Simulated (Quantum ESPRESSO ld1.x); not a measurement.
# Se³⁺ in [Ar] 3d10 4s1.75 4p1 5s0.25: an all-electron calculation

What are the levels of the selenium ion Se3+, how large are its shells, and how does its energy divide?

The numbers are computed with Quantum ESPRESSO ld1.x 7.5 (scalar-relativistic Kohn-Sham, PBE, spin-unpolarised, spherical densities, point nucleus), except any that are marked as measured or tabulated.

## Step 1: The atom as given

| Property | Result |
| --- | --- |
| element | selenium (Z = 34) |
| charge | +3 |
| electrons | 31 |
| configuration | [Ar] 3d10 4s1.75 4p1 5s0.25 |

## Step 2: Self-consistent calculation

ld1.in reads:

```fortran
 &input
    zed=34.0,
    iswitch=1,
    rel=1,
    dft='PBE',
    config='[Ar] 3d10 4s1.75 4p1 5s0.25',
    verbosity='high',
    prefix='ld1',
    max_out_wfc=37,
    file_charge='ld1.rho',
 /
```

**Question.** What will this run give?

**Answer**, as computed:

| quantity | value |
| --- | --- |
| total energy | -2427.398 hartree |
| exchange-correlation share of it | 3.57 % |
| −T/E | 1.0205 |
| highest occupied level | 5s, -19.172 eV |
| most extended occupied level | 5s, <r> = 3.66 bohr |
| radius at density 0.001 e/bohr³ | 3.56 bohr |
| maxima of the radial density | 3 |

The radial density shows 3 maxima for 5 occupied principal shells; where shells overlap, one shows as a shoulder or not at all. −T/E is 1.020: with relativity the kinetic term as defined here no longer equals −E. This is not the tabulated ground configuration, so its levels and sizes aren't those of the ground state, and no measured value stands beside it.
